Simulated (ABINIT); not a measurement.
The system is GaSb3.

```
CELL_PARAMETERS angstrom
0.00000 3.73060 3.73060
3.73060 0.00000 3.73060
3.73060 3.73060 0.00000
ATOMIC_POSITIONS crystal
Sb 0.50000 0.50000 0.50000
Sb 0.75000 0.75000 0.75000
Sb 0.25000 0.25000 0.25000
Ga 0.00000 0.00000 0.00000
```

The cell comes from a database or a generator and needn't be the stable form of this composition.

Base run:

| Property | Result |
| --- | --- |
| Program | ABINIT 10.8.3 (patched build) |
| Functional | r2SCAN |
| Potentials or basis | JTH PAW PBE v2.0 |
| Cutoff | 544 eV |
| k mesh | 6 × 6 × 6 |
| Occupations | fermi-dirac, width 0.05 eV |
| Spin | no spin polarisation |

Its results: band gap on the k mesh none (metal or under the smearing width); pressure -1.5 GPa.

Question: The run is repeated on the same cell with these changes: functional from r2SCAN to PBEsol; potentials or basis from JTH PAW PBE v2.0 to PseudoDojo NC SR PBEsol v0.4.1 standard; cutoff from 544 eV to 1088 eV. What comes out?

Answer: Band gap on the k mesh none (metal or under the smearing width); pressure -3.5 GPa.

Caveats: spin-orbit coupling is left out, which moves the levels of the heavy elements; the PAW data sets were made with another functional, which shifts forces and pressure a little (some runs).
